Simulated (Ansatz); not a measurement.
# Cl2H2O3W: a spread of methods and bases

Aim: run Cl2H2O3W under a spread of inputs, and see what each costs and gives.

Method: the settings change from run to run; program: Ansatz 0.2.0, Gaussian basis.

## (1) The geometry

The geometry comes from an earlier relaxation with PBE0-D4 in a triple-zeta def2 set; it is a stationary point, not always the lowest conformer. W takes a core potential in def2 sets; no spin-orbit term is included.

SMILES `[O]=[W]([OH])([OH])([Cl])[Cl]`, 8 atoms, charge 0, spin multiplicity 1.

Atoms are counted from 1 here; the program's logs count them from 0.

Bond lengths: O1–W2 1.678 Å, W2–O3 1.902 Å, W2–O4 1.865 Å, W2–Cl5 2.297 Å, W2–Cl6 2.334 Å, O3–H7 0.961 Å, O4–H8 0.962 Å. Angles: O1–W2–O3 111.1°, O1–W2–O4 101.2°, O1–W2–Cl5 108.5°, O1–W2–Cl6 99.8°, O3–W2–O4 85.2°, O3–W2–Cl5 140.3°, O3–W2–Cl6 83.3°, O4–W2–Cl5 90.9°, O4–W2–Cl6 158.5°, Cl5–W2–Cl6 86.5°, W2–O3–H7 118.7°, W2–O4–H8 127.6°.

## (2) rPW86-PBE/def2-TZVPP

Options: rVV10 dispersion.

File in.yaml:

```yaml
crystal:
  periodic: [false, false, false]
  atoms:
    - {symbol: O, position_ang: [-1.592905, -0.673299, 1.007265]}
    - {symbol: W, position_ang: [-0.398498, 0.067611, 0.090979]}
    - {symbol: O, position_ang: [1.331110, -0.521240, 0.618375]}
    - {symbol: O, position_ang: [-0.212598, -1.146285, -1.312479]}
    - {symbol: Cl, position_ang: [-1.396018, 1.589123, -1.311086]}
    - {symbol: Cl, position_ang: [0.097621, 1.880905, 1.473423]}
    - {symbol: H, position_ang: [1.771092, -0.068868, 1.343202]}
    - {symbol: H, position_ang: [0.492293, -1.184946, -1.965579]}
basis:
  gaussian: {orbitals: def2-TZVPP}
hamiltonian: {xc: {name: rPW86-PBE}, dispersion: rvv10}
output: {forces: true}
```

The run is started by

```sh
> ansatz run in.yaml --threads 4 --pin off --events-out ev --progress --plain --max-ram 11315MiB
```

The log of the run, cut to the lines that bear on the results:

```text
Functional definition: rPW86-PBE+rVV10
  name "rPW86-PBE+rVV10"
  cite "Murray, Lee & Langreth, J. Chem. Theory Comput. 5, 2754 (2009) doi:10.1021/ct900365q"
  cite "Perdew, Burke & Ernzerhof, Phys. Rev. Lett. 77, 3865 (1996) doi:10.1103/PhysRevLett.77.3865"
  cite "Vydrov & Van Voorhis, J. Chem. Phys. 133, 244103 (2010) doi:10.1063/1.3521275"
  cite "Sabatini, Gorni & de Gironcoli, Phys. Rev. B 87, 041108(R) (2013) doi:10.1103/PhysRevB.87.041108"
  parent "pbe"
[...]
1494 factors; their error is unknown
[...]
mean field -33083.75044122 eV, -1215.8054037432 hartree, gradient 3.9e-5 eV, S^2 0.000000; 0 other end points of the search recorded, 0 dependent functions left out
[...]
reference -33083.75055038 eV, -1215.8054077548 hartree; 37, 37 occupied and 224, 224 virtual orbitals, 1494 factors
Total energy: -33083.75055038 eV, -1215.8054077548 hartree
Atom 0 at    -1.592905    -0.673299     1.007265 Å, force    -1.376822    -0.865968     1.043125 eV/Å
Atom 1 at    -0.398498     0.067611     0.090979 Å, force     0.521869     1.112255    -0.446831 eV/Å
Atom 2 at     1.331110    -0.521240     0.618375 Å, force     0.669349    -0.523747    -0.055812 eV/Å
Atom 3 at    -0.212598    -1.146285    -1.312479 Å, force    -0.181787    -0.719573    -0.514583 eV/Å
Atom 4 at    -1.396018     1.589123    -1.311086 Å, force    -0.289625     0.402549    -0.392973 eV/Å
Atom 5 at     0.097621     1.880905     1.473423 Å, force     0.115276     0.439508     0.359537 eV/Å
Atom 6 at     1.771092    -0.068868     1.343202 Å, force     0.230905     0.191517     0.330726 eV/Å
Atom 7 at     0.492293    -1.184946    -1.965579 Å, force     0.310836    -0.036541    -0.323189 eV/Å
Dipole moment:     0.518721    -0.141792    -0.308108 e Å
```

It took 3.5 s on 4 threads of AMD EPYC 9R45, shared host.

Largest force 1.932 eV/Å, dipole 2.98 D.

## (3) B2PLYP/def2-mTZVPP

Edit in.yaml of step 2 so:

```diff
@@ -12,4 +12,4 @@
 basis:
-  gaussian: {orbitals: def2-TZVPP}
-hamiltonian: {xc: {name: rPW86-PBE}, dispersion: rvv10}
+  gaussian: {orbitals: def2-mTZVPP}
+hamiltonian: {xc: {name: B2PLYP}}
 output: {forces: true}
```

Same command.

The log of the run, cut to the lines that bear on the results:

```text
Functional definition: B2PLYP
  name "B2PLYP"
  cite "Grimme, J. Chem. Phys. 124, 034108 (2006) doi:10.1063/1.2148954"
  cite "Becke, Phys. Rev. A 38, 3098 (1988) doi:10.1103/PhysRevA.38.3098"
  cite "Lee, Yang & Parr, Phys. Rev. B 37, 785 (1988) doi:10.1103/PhysRevB.37.785"
[...]
1638 factors; integrals over basis functions are off by at most 8.3e-4 eV
[...]
mean field -33024.63995570 eV, -1213.6331334670 hartree, gradient 6.1e-6 eV, S^2 0.000000; 0 other end points of the search recorded, 0 dependent functions left out
13 core orbitals not correlated: weight in the atoms' cores, before any rotation towards them, 1.000 or more for the frozen orbitals, at most 0.000 for the correlated occupied ones
reference -33024.64012581 eV, -1213.6331397186 hartree; 24, 24 occupied and 135, 135 virtual orbitals, 1638 factors
second order -46.07632665 eV of doubles, -0.00000000 eV of singles
[...]
Total energy: -33037.08073401 eV, -1214.0903236372 hartree
Atom 0 at    -1.592905    -0.673299     1.007265 Å, force    -1.506163    -1.001459     1.152482 eV/Å
Atom 1 at    -0.398498     0.067611     0.090979 Å, force     0.855255     1.001943    -0.792923 eV/Å
Atom 2 at     1.331110    -0.521240     0.618375 Å, force     0.739298    -0.437942     0.163691 eV/Å
Atom 3 at    -0.212598    -1.146285    -1.312479 Å, force    -0.149113    -0.736381    -0.520871 eV/Å
Atom 4 at    -1.396018     1.589123    -1.311086 Å, force    -0.401048     0.510769    -0.509267 eV/Å
Atom 5 at     0.097621     1.880905     1.473423 Å, force     0.142709     0.569818     0.515922 eV/Å
Atom 6 at     1.771092    -0.068868     1.343202 Å, force     0.136434     0.081914     0.162863 eV/Å
Atom 7 at     0.492293    -1.184946    -1.965579 Å, force     0.182629     0.011338    -0.171898 eV/Å
Dipole moment:     0.482804    -0.220601    -0.283779 e Å
```

It took 4.2 s on 4 threads of AMD EPYC 9R45, shared host; peak memory 0.67 GiB.

Largest force 2.145 eV/Å, dipole 2.89 D.

## (4) B2GP-PLYP/def2-TZVPP

This run has multiplicity 3.

Edit in.yaml of step 3 so:

```diff
@@ -12,4 +12,5 @@
 basis:
-  gaussian: {orbitals: def2-mTZVPP}
-hamiltonian: {xc: {name: B2PLYP}}
+  gaussian: {orbitals: def2-TZVPP}
+magnetization: {spin_polarized: true, initial_magnetization: 2}
+hamiltonian: {xc: {name: B2GP-PLYP}}
 output: {forces: true}
```

Launched as before.

The log of the run, cut to the lines that bear on the results:

```text
Functional definition: B2GP-PLYP
  name "B2GP-PLYP"
  cite "Karton, Tarnopolsky, Lamère, Schatz & Martin, J. Phys. Chem. A 112, 12868 (2008) doi:10.1021/jp801805p"
  cite "Becke, Phys. Rev. A 38, 3098 (1988) doi:10.1103/PhysRevA.38.3098"
  cite "Lee, Yang & Parr, Phys. Rev. B 37, 785 (1988) doi:10.1103/PhysRevB.37.785"
[...]
1659 factors; integrals over basis functions are off by at most 7.5e-4 eV
[...]
mean field -33014.85406306 eV, -1213.2735085456 hartree, gradient 7.7e-6 eV, S^2 2.022265; 7 other end points of the search recorded, 0 dependent functions left out
13 core orbitals not correlated: weight in the atoms' cores, before any rotation towards them, 1.000 or more for the frozen orbitals, at most 0.000 for the correlated occupied ones
reference -33014.85419478 eV, -1213.2735133864 hartree; 25, 23 occupied and 223, 225 virtual orbitals, 1659 factors
second order -50.39131518 eV of doubles, -0.00000000 eV of singles
[...]
Total energy: -33032.99506825 eV, -1213.9401781899 hartree
Atom 0 at    -1.592905    -0.673299     1.007265 Å, force    -0.978324    -0.542137     0.449306 eV/Å
Atom 1 at    -0.398498     0.067611     0.090979 Å, force     0.877771    -0.295370     3.414514 eV/Å
Atom 2 at     1.331110    -0.521240     0.618375 Å, force     0.892627    -0.508831    -0.028579 eV/Å
Atom 3 at    -0.212598    -1.146285    -1.312479 Å, force     0.232512    -1.173735    -2.814510 eV/Å
Atom 4 at    -1.396018     1.589123    -1.311086 Å, force    -0.638000     1.464934    -0.948566 eV/Å
Atom 5 at     0.097621     1.880905     1.473423 Å, force    -0.244354     1.148797    -0.335869 eV/Å
Atom 6 at     1.771092    -0.068868     1.343202 Å, force    -0.053882     0.036534     0.010771 eV/Å
Atom 7 at     0.492293    -1.184946    -1.965579 Å, force    -0.088350    -0.130192     0.252933 eV/Å
Dipole moment:     0.161443     0.393421    -0.654266 e Å
```

It took 38 s on 4 threads of AMD EPYC 9R45, shared host; peak memory 1.4 GiB.

Largest force 3.538 eV/Å, dipole 3.75 D, ⟨S²⟩ 2.022.

## (5) wB97M-V/ANO-RCC-VTZP

Set apart from the defaults: unrestricted orbitals, the search for lower states set to full.

Edit in.yaml of step 4 so:

```diff
@@ -12,5 +12,6 @@
 basis:
-  gaussian: {orbitals: def2-TZVPP}
-magnetization: {spin_polarized: true, initial_magnetization: 2}
-hamiltonian: {xc: {name: B2GP-PLYP}}
+  gaussian: {orbitals: ANO-RCC-VTZP}
+magnetization: {spin_polarized: true, initial_magnetization: 0}
+hamiltonian: {xc: {name: wB97M-V}}
+scf: {lower_state_search: full}
 output: {forces: true}
```

Launched as before.

The log of the run, cut to the lines that bear on the results:

```text
Functional definition: wB97M-V
  name "wB97M-V"
  cite "Mardirossian & Head-Gordon, J. Chem. Phys. 144, 214110 (2016) doi:10.1063/1.4952647"
  cite "Becke, J. Chem. Phys. 107, 8554 (1997) doi:10.1063/1.475007"
  cite "Vydrov & Van Voorhis, J. Chem. Phys. 133, 244103 (2010) doi:10.1063/1.3521275"
  # Of w^i u^j: cxij and so on, Table III.
[...]
  gx(w, u) = 1 - cx + cx01*u + cx10*w
  gss(w, u) = css00 + css04*u^4 + css10*w + css20*w^2 + css43*w^4*u^3
  gos(w, u) = cos00 + cos10*w + (cos20 + cos21*u)*w^2 + (cos60 + cos61*u)*w^6
[...]
      + integral(e_c_pw_mod_opposite_spin*gos(b97_w_opposite, b97_u_opposite)) + vv10(b, c)
2605 factors; their error is unknown
398 factors; integrals over basis functions are off by at most 5.8e-6 eV
[...]
mean field -470621.25869614 eV, -17295.0122585367 hartree, gradient 4.8e-5 eV, S^2 0.000000; 4 other end points of the search recorded, 0 dependent functions left out
[...]
reference -470621.25878769 eV, -17295.0122619012 hartree; 67, 67 occupied and 223, 223 virtual orbitals, 2605 factors
Total energy: -470621.25878769 eV, -17295.0122619012 hartree
Relativity: scalar
Atom 0 at    -1.592905    -0.673299     1.007265 Å, force     0.642287     0.397875    -0.498502 eV/Å
Atom 1 at    -0.398498     0.067611     0.090979 Å, force    -0.446353    -0.632959     0.307859 eV/Å
Atom 2 at     1.331110    -0.521240     0.618375 Å, force    -0.195095     0.086023    -0.045451 eV/Å
Atom 3 at    -0.212598    -1.146285    -1.312479 Å, force    -0.030071     0.188962     0.210751 eV/Å
Atom 4 at    -1.396018     1.589123    -1.311086 Å, force     0.050744    -0.049764     0.056251 eV/Å
Atom 5 at     0.097621     1.880905     1.473423 Å, force    -0.001925    -0.005717    -0.028699 eV/Å
Atom 6 at     1.771092    -0.068868     1.343202 Å, force    -0.009722    -0.005064    -0.016836 eV/Å
Atom 7 at     0.492293    -1.184946    -1.965579 Å, force    -0.009865     0.020644     0.014627 eV/Å
Dipole moment:     0.508912    -0.133721    -0.309841 e Å
```

Wall time 90 s (4 threads of AMD EPYC 9R45, shared host); peak memory 3.6 GiB.

Largest force 0.905 eV/Å, dipole 2.93 D, ⟨S²⟩ 0.000.

## (6) wB97X-V/def2-mTZVPP

Set apart from the defaults: charge +1, multiplicity 2.

Edit in.yaml of step 5 so:

```diff
@@ -12,6 +12,6 @@
 basis:
-  gaussian: {orbitals: ANO-RCC-VTZP}
-magnetization: {spin_polarized: true, initial_magnetization: 0}
-hamiltonian: {xc: {name: wB97M-V}}
-scf: {lower_state_search: full}
+  gaussian: {orbitals: def2-mTZVPP}
+total_charge: 1
+magnetization: {spin_polarized: true, initial_magnetization: 1}
+hamiltonian: {xc: {name: wB97X-V}}
 output: {forces: true}
```

Launched as before.

The log of the run, cut to the lines that bear on the results:

```text
Functional definition: wB97X-V
  name "wB97X-V"
  cite "Mardirossian & Head-Gordon, Phys. Chem. Chem. Phys. 16, 9904 (2014) doi:10.1039/C3CP54374A"
  cite "Becke, J. Chem. Phys. 107, 8554 (1997) doi:10.1063/1.475007"
  cite "Vydrov & Van Voorhis, J. Chem. Phys. 133, 244103 (2010) doi:10.1063/1.3521275"
[...]
      + integral(e_c_pw_opposite_spin*poly(b97_u_opposite, cos0, cos1)) + vv10(b, c)
1458 factors; their error is unknown
410 factors; integrals over basis functions are off by at most 6.8e-6 eV
[...]
mean field -33035.00029630 eV, -1214.0138689617 hartree, gradient 2.0e-5 eV, S^2 0.771593; 6 other end points of the search recorded, 0 dependent functions left out
[...]
reference -33035.00029464 eV, -1214.0138689007 hartree; 37, 36 occupied and 135, 136 virtual orbitals, 1458 factors
Total energy: -33035.00029464 eV, -1214.0138689007 hartree
Atom 0 at    -1.592905    -0.673299     1.007265 Å, force     0.552737     0.461790    -0.286845 eV/Å
Atom 1 at    -0.398498     0.067611     0.090979 Å, force     0.103418    -3.914242    -1.036766 eV/Å
Atom 2 at     1.331110    -0.521240     0.618375 Å, force    -0.597986     0.555933     0.202618 eV/Å
Atom 3 at    -0.212598    -1.146285    -1.312479 Å, force    -0.632262     0.609724     0.817984 eV/Å
Atom 4 at    -1.396018     1.589123    -1.311086 Å, force    -0.064659     1.158626     0.340862 eV/Å
Atom 5 at     0.097621     1.880905     1.473423 Å, force    -0.295806     1.408137     0.046282 eV/Å
Atom 6 at     1.771092    -0.068868     1.343202 Å, force     0.598222    -0.191098     0.284997 eV/Å
Atom 7 at     0.492293    -1.184946    -1.965579 Å, force     0.336335    -0.088871    -0.369133 eV/Å
Dipole moment:     0.523357     0.525719    -0.163734 e Å
```

It took 20 s on 4 threads of AMD EPYC 9R45, shared host; peak memory 1.4 GiB.

Largest force 4.051 eV/Å, ⟨S²⟩ 0.772.

## (7) LC-wPBE/def2-SVPD

This run has high accuracy.

Edit in.yaml of step 6 so:

```diff
@@ -12,6 +12,5 @@
 basis:
-  gaussian: {orbitals: def2-mTZVPP}
-total_charge: 1
-magnetization: {spin_polarized: true, initial_magnetization: 1}
-hamiltonian: {xc: {name: wB97X-V}}
+  gaussian: {orbitals: def2-SVPD}
+hamiltonian: {xc: {name: LC-wPBE}}
+accuracy: high
 output: {forces: true}
```

The command is unchanged.

The log of the run, cut to the lines that bear on the results:

```text
Functional definition: LC-wPBE
  name "LC-wPBE"
  cite "Vydrov & Scuseria, J. Chem. Phys. 125, 234109 (2006) doi:10.1063/1.2409292"
  cite "Heyd & Scuseria, J. Chem. Phys. 120, 7274 (2004) doi:10.1063/1.1668634"
  cite "Ernzerhof & Perdew, J. Chem. Phys. 109, 3313 (1998) doi:10.1063/1.476928"
  cite "Perdew, Burke & Ernzerhof, Phys. Rev. Lett. 77, 3865 (1996) doi:10.1103/PhysRevLett.77.3865"
  parent pbe
[...]
3433 factors; integrals over basis functions are off by at most 3.5e-9 eV
982 factors; integrals over basis functions are off by at most 1.9e-9 eV
[...]
mean field -33028.52903218 eV, -1213.7760543916 hartree, gradient 6.4e-8 eV, S^2 0.000000; 0 other end points of the search recorded, 0 dependent functions left out
[...]
reference -33028.52903218 eV, -1213.7760543916 hartree; 37, 37 occupied and 137, 137 virtual orbitals, 3433 factors
Total energy: -33028.52903218 eV, -1213.7760543916 hartree
Atom 0 at    -1.592905    -0.673299     1.007265 Å, force     0.559325     0.335947    -0.396382 eV/Å
Atom 1 at    -0.398498     0.067611     0.090979 Å, force    -0.523277    -0.738562     0.266419 eV/Å
Atom 2 at     1.331110    -0.521240     0.618375 Å, force    -0.184874     0.068095    -0.016850 eV/Å
Atom 3 at    -0.212598    -1.146285    -1.312479 Å, force    -0.048618     0.159661     0.159727 eV/Å
Atom 4 at    -1.396018     1.589123    -1.311086 Å, force    -0.056948     0.101921    -0.078101 eV/Å
Atom 5 at     0.097621     1.880905     1.473423 Å, force     0.057935     0.131215     0.102950 eV/Å
Atom 6 at     1.771092    -0.068868     1.343202 Å, force     0.140573     0.019531     0.105520 eV/Å
Atom 7 at     0.492293    -1.184946    -1.965579 Å, force     0.055883    -0.077808    -0.143284 eV/Å
Dipole moment:     0.533156    -0.191253    -0.310303 e Å
```

It took 4.5 s on 4 threads of AMD EPYC 9R45, shared host; peak memory 1.1 GiB.

Largest force 0.944 eV/Å, dipole 3.10 D.

## (8) All runs side by side

| level | charge | multiplicity | geometry | functions | energy (eV) | time |
| --- | --- | --- | --- | --- | --- | --- |
| rPW86-PBE/def2-TZVPP | 0 | 1 | relaxed | 261 | -33083.751 | 3.5 s |
| B2PLYP/def2-mTZVPP | 0 | 1 | relaxed | 172 | -33037.081 | 4.2 s |
| B2GP-PLYP/def2-TZVPP | 0 | 3 | relaxed | 261 | -33032.995 | 38 s |
| wB97M-V/ANO-RCC-VTZP | 0 | 1 | relaxed | 290 | -470621.259 | 90 s |
| wB97X-V/def2-mTZVPP | 1 | 2 | relaxed | 172 | -33035.000 | 20 s |
| LC-wPBE/def2-SVPD | 0 | 1 | relaxed | 174 | -33028.529 | 4.5 s |

## (9) What came out

| quantity | value |
| --- | --- |
| runs | 6 |
| quickest | rPW86-PBE/def2-TZVPP, 3.5 s |
| slowest | wB97M-V/ANO-RCC-VTZP, 90 s |
| spread of total energies, same state and geometry | 437592.7 eV |
| dipole, same state and geometry | 2.89 to 3.10 D |

In words: Run time spans a factor of 26, from rPW86-PBE/def2-TZVPP to wB97M-V/ANO-RCC-VTZP. The jobs differ in tasks and options as well as level. The totals spread over 437593 eV; they can't be compared across methods or bases. Some of these runs are scalar-relativistic and others not, which shifts the totals of all-electron atoms past neon by several eV an atom and more; core potentials, where a basis has them, take the core out of the total altogether. At the PBE0-D4/def2-TZVP geometry and in the same state, the sound runs without point charges leave forces up to 2.14 eV/Å (B2PLYP/def2-mTZVPP). At that geometry and state the dipole changes by 7 % between the lowest and highest value.
